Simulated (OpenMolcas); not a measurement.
**SnH4O2 (SMILES [OH][SnH2][OH]): levels of theory compared**

Aim: a comparison of 6 runs (HF/STO-3G, HF/3-21G, HF/def2-SVP, B3LYP/def2-SVPD, MP2/ANO-RCC-MB, CCSD/3-21G) of SnH4O2. 

Program for the calculation: OpenMolcas 26.06.

5 further runs of the same task are left out: 1 that didn't finish, 4 set aside as unsound or not needed.

## 1. The system as given

SnH4O2 has 7 atoms, charge 0, and is taken as a singlet. SMILES: `[OH][SnH2][OH]`. Geometry: a GFN2-xTB relaxation, a rough one for these elements and not checked as a minimum. This is one conformer, not always the lowest.

Bond lengths: O1–Sn2 1.948 Å, Sn2–O3 1.913 Å, O1–H4 0.954 Å, Sn2–H5 1.668 Å, Sn2–H6 1.668 Å, O3–H7 0.957 Å. Angles: O1–Sn2–O3 99.3°, O1–Sn2–H5 111.2°, O1–Sn2–H6 111.3°, O3–Sn2–H5 110.0°, O3–Sn2–H6 109.9°, Sn2–O1–H4 118.2°, Sn2–O3–H7 112.7°, H5–Sn2–H6 114.2°.

## 2. Energy and gradient at HF/STO-3G (run 1)

File test.inp:

```
>>> EXPORT MOLCAS_PRINT=2

&GATEWAY
  BasLib
  $CurrDir
  Coord
  7
  bohr
  O     -2.08451909    -1.45304821    -1.26296066
  Sn     0.14036886     0.99002752     0.35904796
  O      3.04232678    -1.10575434     0.85746323
  H     -3.73980580    -0.91680063    -1.73448512
  H      0.84330918     3.36240859    -1.59303912
  H     -1.00920824     1.90892574     3.14588377
  H      2.80752831    -2.78575866     0.22810884
  Basis
  STO-3G
  Group
  NoSym

&SEWARD

&SCF
  Thresholds
  1e-10 1e-07 1e-07 1e-05
  PrOrbitals
  1 1

&ALASKA
```

The basis set STO-3G is read from a file made from the Basis Set Exchange's data (not shown).

On the command line:

```console
export MOLCAS_MEM=1860
pymolcas test.inp > test.log
```

What it wrote:

```text
--- Start Module: gateway ---
[...]
--- Stop Module: gateway /rc=_RC_ALL_IS_WELL_ ---
[...]
      Basis functions           41
[...]
--- Start Module: scf ---
[...]
       Convergence after  11 Iterations
[...]
::    Total SCF energy                              -6113.3059090349
[...]
      Total spin, S                                     0.0000000000
[...]
      Total electronic charge=   70.000000
      Total            charge=   -0.000000
[...]
      Dipole Moment (debye):
      Origin of the operator (angstrom)=    0.1054    0.2693    0.1243
                   X= -1.5885E+00               Y=  1.4075E+00               Z= -2.0022E-01           Total=  2.1318E+00
      Quadrupole Moment (debye*angstrom):
[...]
--- Stop Module: scf /rc=_RC_ALL_IS_WELL_ ---
--- Start Module: alaska ---
[...]
 *              Molecular gradients               *
 **************************************************
  Irreducible representation: a
 ------------------------------------------------------------------------------------------
                              X                       Y                       Z
 ------------------------------------------------------------------------------------------
  O1               -4.46196909005145E-02    1.38187549705684E-02   -1.28866907587160E-02
  SN2               2.13709709349166E-02   -1.80801870334335E-03    7.75887437316580E-03
  O3               -1.86570281299900E-02   -2.93589499698239E-02   -1.67774177040796E-02
  H4                3.30728337816977E-02   -2.14626778309677E-02    6.06579852062183E-03
  H5                3.33416154885446E-03    8.28990307103084E-03   -9.62139659234840E-03
  H6               -5.07197220890721E-03    1.62028840519923E-03    1.19957057882960E-02
  H7                1.05707249739247E-02    2.89007000572843E-02    1.34651263730556E-02
 ------------------------------------------------------------------------------------------
--- Stop Module: alaska /rc=_RC_ALL_IS_WELL_ ---
[...]
```

Wall time 3.6 s (1 thread of Intel Xeon Platinum 8488C (Sapphire Rapids), shared host); peak memory 0.38 GiB.

## 3. Energy and gradient at HF/3-21G (run 2)

File run.input:

```
* H4O2Sn Hartree-Fock

&GATEWAY
  BasLib=$CurrDir
  Coord
  7
  angstrom
  O       -1.103080      -0.768920      -0.668330
  Sn       0.074280       0.523900       0.190000
  O        1.609930      -0.585140       0.453750
  H       -1.979020      -0.485150      -0.917850
  H        0.446260       1.779310      -0.843000
  H       -0.534050       1.010160       1.664730
  H        1.485680      -1.474160       0.120710
  Basis=3-21G
  Group=NoSym

&SEWARD

&SCF
  Thresholds=1e-10 1e-07 1e-07 1e-05
  PrOrbitals=1 2

&ALASKA
```

The basis set 3-21G is read from a file made from the Basis Set Exchange's data (not shown).

On the command line:

```console
export MOLCAS_MEM=1860
pymolcas run.input > run.log
```

What it wrote:

```text
--- Start Module: gateway ---
[...]
--- Stop Module: gateway /rc=_RC_ALL_IS_WELL_ ---
[...]
      Basis functions           57
[...]
--- Start Module: scf ---
[...]
       Convergence after  12 Iterations
[...]
::    Total SCF energy                              -6147.5069967344
[...]
      Total spin, S                                     0.0000000000
[...]
      Total electronic charge=   70.000000
      Total            charge=   -0.000000
[...]
      Dipole Moment (debye):
      Origin of the operator (angstrom)=    0.1054    0.2693    0.1243
                   X= -2.4386E+00               Y=  1.5302E+00               Z= -5.0026E-01           Total=  2.9221E+00
      Quadrupole Moment (debye*angstrom):
[...]
--- Stop Module: scf /rc=_RC_ALL_IS_WELL_ ---
[...]
--- Start Module: alaska ---
[...]
 *              Molecular gradients               *
 **************************************************
  Irreducible representation: a
 ------------------------------------------------------------------------------------------
                              X                       Y                       Z
 ------------------------------------------------------------------------------------------
  O1               -9.09689891221177E-03   -7.69703689423551E-03   -5.88641070595664E-03
  SN2               3.25781678118631E-03    1.24173656819977E-02    4.99004100571554E-03
  O3               -5.28386186883267E-03    1.71012707964557E-03   -1.48577007683759E-03
  H4                1.33627350443630E-02    4.18368828508675E-03    6.45501752482924E-03
  H5               -3.24734941564886E-03   -1.67721278926658E-02    1.29380530917684E-02
  H6                8.94366682066616E-03   -7.28589300202831E-03   -1.80748555619585E-02
  H7               -7.93610844949859E-03    1.34438767423326E-02    1.06392472244288E-03
 ------------------------------------------------------------------------------------------
--- Stop Module: alaska /rc=_RC_ALL_IS_WELL_ ---
[...]
```

It took 3.9 s on 1 thread of Intel Xeon Platinum 8488C (Sapphire Rapids), shared host; peak memory 0.39 GiB.

Runs 3 to 4 aren't shown in full; the table further down has their settings and results.

## 4. Energy and gradient at MP2/ANO-RCC-MB (DKH2) (run 5)

File calc.inp:

```
>>> EXPORT MOLCAS_PRINT=2
&GATEWAY
BasisSet
O.ANO-RCC-MB....
O1 -1.103080 -0.768920 -0.668330 angstrom
O3 1.609930 -0.585140 0.453750 angstrom
End of Basis
BasisSet
Sn.ANO-RCC-MB....
Sn2 0.074280 0.523900 0.190000 angstrom
End of Basis
BasisSet
H.ANO-RCC-MB....
H4 -1.979020 -0.485150 -0.917850 angstrom
H5 0.446260 1.779310 -0.843000 angstrom
H6 -0.534050 1.010160 1.664730 angstrom
H7 1.485680 -1.474160 0.120710 angstrom
End of Basis
&SEWARD
Relativistic=R02E00
&SCF
PrOrbitals=1 1
&MBPT2
Frozen=20
Grdt
&ALASKA
```

On the command line:

```console
export MOLCAS_MEM=1860
pymolcas calc.inp > calc.log
```

What it wrote:

```text
--- Start Module: gateway ---
[...]
--- Stop Module: gateway /rc=_RC_ALL_IS_WELL_ ---
[...]
      Basis functions           41
[...]
       Convergence after   9 Iterations
[...]
::    Total SCF energy                              -6324.3988948604
[...]
      Total spin, S                                     0.0000000000
[...]
      Total electronic charge=   70.000000
      Total            charge=   -0.000000
[...]
--- Start Module: mbpt2 ---
[...]
WARNING!
Default frozen orbitals as non valence orbitals is overwritten by user input.
Default values:  20
[...]
       Reference weight ( Cref**2 )         =        0.94778
::    Total MBPT2 energy                            -6324.5059949034
[...]
      Dipole Moment (debye):
      Origin of the operator (angstrom)=    0.1054    0.2693    0.1243
                   X= -1.8320E+00               Y=  9.6924E-01               Z= -4.3099E-01           Total=  2.1170E+00
      Quadrupole Moment (debye*angstrom):
[...]
      Total MBPT2 calculations                           0.21      0.24
--- Stop Module: mbpt2 /rc=_RC_ALL_IS_WELL_ ---
--- Start Module: alaska ---
[...]
 *              Molecular gradients               *
 **************************************************
  Irreducible representation: a
 ------------------------------------------------------------------------------------------
                              X                       Y                       Z
 ------------------------------------------------------------------------------------------
  O1               -6.92795375056541E-02    4.78000414178332E-02   -1.17854881046444E-02
  O3               -4.92739817108294E-02   -5.64442119703621E-02   -3.77484178272445E-02
  SN2               1.46213904674566E-02   -1.90253094929602E-02   -1.46944330520427E-04
  H4                9.56292203852227E-02   -2.47926665093298E-02    2.91659800926158E-02
  H5               -7.94351249853564E-03   -2.75982941941777E-02    2.01522671224144E-02
  H6                1.19549775745926E-02   -1.20284956864114E-02   -3.07134475036461E-02
  H7                4.29144328770131E-03    9.20889364353963E-02    3.10760505510190E-02
 ------------------------------------------------------------------------------------------
--- Stop Module: alaska /rc=_RC_ALL_IS_WELL_ ---
[...]
```

Run time: 29 s. Hardware: 1 thread of Intel Xeon Platinum 8488C (Sapphire Rapids), shared host; peak memory 0.47 GiB.

## 5. A single-point energy at CCSD/3-21G (run 6)

File geom.xyz:

```xyz
7

O     -1.103080    -0.768920    -0.668330
Sn     0.074280     0.523900     0.190000
O      1.609930    -0.585140     0.453750
H     -1.979020    -0.485150    -0.917850
H      0.446260     1.779310    -0.843000
H     -0.534050     1.010160     1.664730
H      1.485680    -1.474160     0.120710
```

File test.inp:

```
* H4O2Sn CCSD

&GATEWAY
 BASLIB=$CurrDir
 COORD=geom.xyz
 BASIS=3-21G
 GROUP=NoSym

&SEWARD

&SCF
 THRESHOLDS=1e-10 1e-07 1e-07 1e-05
 PRORBITALS=1 2

&RASSCF
 FILEORB=$Project.ScfOrb
 SPIN=1
 NACTEL=0 0 0
 INACTIVE=35
 RAS2=0
 OUTORBITALS=Canonical
 ORBLISTING=NoCore

&MOTRA
 JOBIPH
 FROZEN=20

&CCSDT
 CCSD
 ITERATIONS=80
 ACCURACY=1e-08
 EXTRAPOLATION=5 4
```

The basis set 3-21G is read from a file made from the Basis Set Exchange's data (not shown).

On the command line:

```console
export MOLCAS_MEM=1860
pymolcas test.inp > test.log
```

What it wrote:

```text
--- Start Module: gateway ---
[...]
--- Stop Module: gateway /rc=_RC_ALL_IS_WELL_ ---
[...]
      Basis functions           57
[...]
       Convergence after  12 Iterations
[...]
::    Total SCF energy                              -6147.5069967344
[...]
      Total spin, S                                     0.0000000000
[...]
      Number of active orbitals                  0
[...]
      Spin quantum number                      0.0
[...]
      Active orbitals                            0
[...]
      Number of CSFs                             1
[...]
      Number of root(s) required                 1
[...]
      Convergence after  4 iterations
[...]
      Natural orbitals and occupation numbers for root  1
      ************************************************************************************************************************
      *                                                    Final results                                                     *
      ************************************************************************************************************************
[...]
::    RASSCF root number  1 Total energy:  -6147.50699673
[...]
      Total electronic charge=   70.000000
      Total            charge=   -0.000000
[...]
      Dipole Moment (debye):
      Origin of the operator (angstrom)=    0.1054    0.2693    0.1243
                   X= -2.4386E+00               Y=  1.5302E+00               Z= -5.0026E-01           Total=  2.9221E+00
      Quadrupole Moment (debye*angstrom):
[...]
--- Start Module: motra ---
[...]
      *** WARNING: Default frozen orbitals is overwritten by user input.
      *** Default values:  20
[...]
--- Stop Module: motra /rc=_RC_ALL_IS_WELL_ ---
--- Start Module: ccsdt ---
[...]
      Convergence after                    13  Iterations
      Total energy (diff) :   -6147.81270892      -0.00000000
[...]
--- Stop Module: ccsdt /rc=_RC_ALL_IS_WELL_ ---
[...]
```

Wall time 7.2 s (1 thread of Intel Xeon Platinum 8488C (Sapphire Rapids), shared host); peak memory 0.39 GiB.

## 6. Overview of the runs

| run | level | integration grid | SCF convergence threshold | energy (Eh) | dipole moment (D) of the reference | HOMO energy (eV) | LUMO energy (eV) | wall time |
| --- | --- | --- | --- | --- | --- | --- | --- | --- |
| 1 | HF/STO-3G | – | 1e-10 | -6113.305909 | 2.13 | -8.59 | 10.40 | 3.6 s |
| 2 | HF/3-21G | – | 1e-10 | -6147.506997 | 2.92 | -11.57 | 3.32 | 3.9 s |
| 3 | HF/def2-SVP (core potential) | – | 1e-10 | -365.274876 | 2.63 | -11.84 | 2.93 | 6.9 s |
| 4 | B3LYP/def2-SVPD (core potential) | UltraFine | 1e-10 | -367.122891 | 2.29 | -8.11 | -0.80 | 58 s |
| 5 | MP2/ANO-RCC-MB (DKH2) | – | – | -6324.505995 | 2.44 | -12.22 | 3.85 | 29 s |
| 6 | CCSD/3-21G | – | 1e-10 | -6147.812709 | 2.92 | -11.57 | 3.32 | 7.2 s |

## 7. Summary of results

| quantity | value |
| --- | --- |
| run 6: total energy | -6147.81271 Eh |
| run 6: dipole moment (mean-field density) | 2.92 D |
| run 6: HOMO energy (Hartree–Fock orbitals) | -11.57 eV |
| run 6: LUMO energy (Hartree–Fock orbitals) | 3.32 eV |
| run 6: HOMO–LUMO gap (Hartree–Fock orbitals) | 14.90 eV |
| run 6: correlation energy (20 core orbitals frozen) | -305.7 mEh |

**Reading.** Over runs 1, 2, 3, 4 the dipole moment (its size) runs from 2.13 D (HF/STO-3G) to 2.92 D (HF/3-21G). Over runs 1, 2, 3, 4 the HOMO–LUMO gap runs from 7.31 eV (B3LYP/def2-SVPD) to 18.99 eV (HF/STO-3G). The two ends differ in method and basis and core potential. Some runs of one species differ in core potentials or relativity; totals across that change don't compare. In runs 1, 5 the basis is minimal, so the values are rough. In runs 1, 2, 6 relativity is left out where basis or elements ask for it. All runs together took 1.8 min, the longest 58 s.
